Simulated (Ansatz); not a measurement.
What does this script print? It uses Ansatz 0.2.0 through its Python package.

`bbrfh_cas.py`:
```python
'''Static correlation in BBrFH: natural occupations of an active space.'''

import ansatz as az
from ase import Atoms

atoms = Atoms(['F', 'B', 'Br', 'H'], positions=[
    (1.2476, -0.3566, -0.8128),
    (0.0652, -0.1598, 0.0602),
    (-1.1991, 1.4017, -0.171),
    (-0.0582, -0.9456, 0.9033),
])
geometry = az.Crystal.molecule_from_ase(atoms)

base = (
    geometry.calculation()
    .basis(gaussian='def2-SVP')
    .correlation(active_electrons=6, active_orbitals=6)
)
for method in ['sc_nevpt2']:
    rep = (base if method is None else base.correlation(method)).run(threads=1, backend='cpu').report
    space = rep['configurations']
    state = space['states'][0]
    print(method or 'casscf', f'total {rep["free_energy_ev"] / 27.211386246:.6f} Ha, active-space state {state["energy"]["hartree"]:.6f} Ha, mean field {rep["reference_energy_ev"] / 27.211386246:.6f} Ha')
    print('  determinants', state['n_determinants'], ' natural occupations', [round(n, 3) for n in space['natural_occupations']])
```

```console
$ python bbrfh_cas.py
RunWarning: the results are in doubt because another end's mean lies 1.430 eV lower, and its corrected mean 0.394 eV higher
sc_nevpt2 total -2697.263736 Ha, active-space state -2696.816225 Ha, mean field -2696.767839 Ha
  determinants 400  natural occupations [1.987, 1.984, 1.966, 0.029, 0.019, 0.015]
```
(Warnings from the package without file and line.)

The settings weren't tested for convergence. The geometry is a force-field or estimated start, not a minimum of this method, and the basis set is short of its limit. The active space starts as a window about the frontier orbitals and is then optimised, not chosen by chemistry. A lower CASSCF solution was found and passed over, so the printed active-space state isn't the lowest. Run time: 9.4 s on 1 thread of Arm Neoverse V1, with other jobs on the host, peak memory 0.2 GiB.

(Lines on the test bed's own set-up are left out of the output.)
